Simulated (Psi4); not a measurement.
# Two attempts at TiO2 (SMILES [O]=[Ti]=[O])

Aim: the energy in a field of TiO2 at UMN15-L/6-31G* (density fitting, Cartesian functions, C-PCM acetonitrile, dipole perturbation λ (added as +λ·μ, a field of −λ) (0, 0.02, 0) a.u.).

The calculation is run with Psi4 1.11.

## Step 1: The system as given

The species is TiO2 (3 atoms), meant as a singlet with charge 0. As SMILES, `[O]=[Ti]=[O]`. Geometry: a GFN2-xTB relaxation, a rough one for these elements and not checked as a minimum.

Bond lengths: Ti1–O2 1.630 Å, Ti1–O3 1.630 Å. Angles: O2–Ti1–O3 113.6°.

## Step 2: The input as first written

Input file input.in:

```
memory 1600 mb

molecule {
  0 1
  Ti
  O 1 R2
  O 1 R3 2 A3

  R2 = 1.629684
  R3 = 1.629728
  A3 = 113.62734
  units angstrom
  symmetry c1
  no_reorient
  no_com
}

set reference uks
set perturb_h true
set perturb_with dipole
set perturb_dipole [0.0, 0.02, 0.0]
set ints_tolerance 0.01
set scf_type direct
set maxiter 50
set pcm true

pcm = {
  Units = Angstrom
  Medium {
    SolverType = CPCM
    Solvent = Acetonitrile
  }
  Cavity {
    Type = GePol
    RadiiSet = UFF
    Scaling = False
    Area = 0.5
    Mode = Implicit
  }
}

E, wfn = energy("mn15-l/6-31G*", return_wfn=True)
print_variables()
```

On the command line:

```console
psi4 -i input.in -o input.out -n 1
```

input.out:

```text
[...]
  Running in c1 symmetry.
[...]
  Nuclear repulsion =  126.697978973962549
[...]
  Multiplicity = 1
[...]
  Nalpha       = 19
  Nbeta        = 19
[...]
    Number of basis functions: 69
[...]
   @DF-UKS iter   1:  -999.29607395822768   -5.16300e-01   1.91658e-02 DIIS/ADIIS
[...]
   @UKS iter  30: -1258.78989212636338   -3.56749e-10   3.09734e-07 DIIS
[...]
   @S^2 Observed:               -2.167155344E-13
[...]
    Orbital Energies [Eh]
    ---------------------
    Alpha Occupied:
       1A   -182.574590     2A   -113.337553     3A    -98.340974
       4A    -34.705312     5A    -31.572939     6A    -23.492612
       7A    -22.403626     8A    -20.352388     9A    -19.865888
      10A    -18.967002    11A    -11.494397    12A     -8.659521
      13A     -6.175330    14A     -4.006291    15A     -3.926317
      16A     -3.223614    17A     -3.126530    18A     -3.040523
      19A     -2.828518
    Alpha Virtual:
      20A     -2.475754    21A     -2.299098    22A     -2.027650
      23A     -1.825293    24A     -1.772364    25A     -1.675580
[...]
  @UKS Final Energy: -1258.78989212636338
   => Energetics <=
    Nuclear Repulsion Energy =            126.6979789739625488
    One-Electron Energy =               -1502.3395676415939306
    Two-Electron Energy =                 167.9323843181643952
    DFT Exchange-Correlation Energy =     -50.6470369931580109
    Empirical Dispersion Energy =           0.0000000000000000
    VV10 Nonlocal Energy =                  0.0000000000000000
    PCM Polarization Energy =              -0.4336507837383338
    Total Energy =                      -1258.7898921263633838
[...]
 Multipole Moments:
 ------------------------------------------------------------------------------------
     Multipole            Electronic (a.u.)      Nuclear  (a.u.)        Total (a.u.)
 ------------------------------------------------------------------------------------
 L = 1.  Multiply by 2.5417464519 to convert [e a0] to [Debye]
 Dipole X            :         -3.5051569           -1.1187556           -4.6239125
 Dipole Y            :         -3.4711900           -0.7316790           -4.2028690
 Dipole Z            :         -0.0000000            0.0000000           -0.0000000
 Magnitude           :                                                    6.2485738
[...]
```

Wall time 17 s (1 thread of Intel Xeon Platinum 8488C (Sapphire Rapids), shared host); peak memory 0.52 GiB.

## Step 3: Reading the log

It ran to the end. The result can't be trusted all the same.

The cause is that the screening of the two-electron integrals is far too loose. Among its listed settings the sound run differs in this, and the input shows the rest: integrals df in place of direct; integral approximation program's default in place of none.

## Step 4: The mended input

Input file o2ti.inp:

```
memory 1600 MB

molecule m {
  0 1
  Ti
  O 1 r2
  O 1 r3 2 a3

  r2 = 1.629684
  r3 = 1.629728
  a3 = 113.62734
  units angstrom
  symmetry c1
  no_reorient
  no_com
}

set {
  reference uks
  perturb_h true
  perturb_with dipole
  perturb_dipole [0.0, 0.02, 0.0]
  pcm true
}

pcm = {
  Units = Angstrom
  Medium {
    SolverType = CPCM
    Solvent = Acetonitrile
  }
  Cavity {
    Type = GePol
    RadiiSet = UFF
    Scaling = False
    Area = 0.5
    Mode = Implicit
  }
}

e = energy("mn15-l/6-31G*")
```

On the command line:

```console
psi4 o2ti.inp o2ti.out -n 1
```

o2ti.out:

```text
[...]
  Running in c1 symmetry.
[...]
  Nuclear repulsion =  126.697978973962549
[...]
  Multiplicity = 1
[...]
  Nalpha       = 19
  Nbeta        = 19
[...]
    Number of basis functions: 69
[...]
   @DF-UKS iter   1:  -999.10366363253070   -3.24115e-01   1.89665e-02 ADIIS/DIIS
[...]
   @DF-UKS iter  11:  -999.78128934396591   -6.08770e-09   4.41279e-07 DIIS
[...]
   @S^2 Observed:               -6.750155990E-14
[...]
    Orbital Energies [Eh]
    ---------------------
    Alpha Occupied:
       1A   -178.432185     2A    -19.726746     3A    -18.971910
       4A    -18.948033     5A    -16.518836     6A    -16.517107
       7A    -16.510761     8A     -2.331323     9A     -1.453115
      10A     -1.444411    11A     -1.436332    12A     -0.838447
      13A     -0.799245    14A     -0.271094    15A     -0.263440
      16A     -0.253927    17A     -0.214893    18A     -0.210811
      19A     -0.181858
    Alpha Virtual:
      20A     -0.073637    21A     -0.009576    22A     -0.003757
      23A      0.015787    24A      0.036008    25A      0.047225
[...]
  @DF-UKS Final Energy:  -999.78128934396591
   => Energetics <=
    Nuclear Repulsion Energy =            126.6979789739625488
    One-Electron Energy =               -1622.6885467864922248
    Two-Electron Energy =                 555.3852250333384291
    DFT Exchange-Correlation Energy =     -59.0280930105298651
    Empirical Dispersion Energy =           0.0000000000000000
    VV10 Nonlocal Energy =                  0.0000000000000000
    PCM Polarization Energy =              -0.1478535542447837
    Total Energy =                       -999.7812893439659092
[...]
 Multipole Moments:
 ------------------------------------------------------------------------------------
     Multipole            Electronic (a.u.)      Nuclear  (a.u.)        Total (a.u.)
 ------------------------------------------------------------------------------------
 L = 1.  Multiply by 2.5417464519 to convert [e a0] to [Debye]
 Dipole X            :          4.3969397           -1.1187556            3.2781842
 Dipole Y            :          1.8674721           -0.7316790            1.1357931
 Dipole Z            :         -0.0000000            0.0000000           -0.0000000
 Magnitude           :                                                    3.4693684
[...]
```

Wall time 6.6 s (1 thread of Intel Xeon Platinum 8488C (Sapphire Rapids), shared host); peak memory 0.53 GiB.

## Step 5: Results

At UMN15-L/6-31G* (density fitting, Cartesian functions, C-PCM acetonitrile, dipole perturbation λ (added as +λ·μ, a field of −λ) (0, 0.02, 0) a.u.):

| quantity | value |
| --- | --- |
| total energy | -999.78129 Eh |
| dipole moment | 8.82 D |
| HOMO–LUMO gap | 2.94 eV |
| solvent term in the energy | -388.2 kJ/mol |

The first attempt's energy was -7047.983 eV off this one.
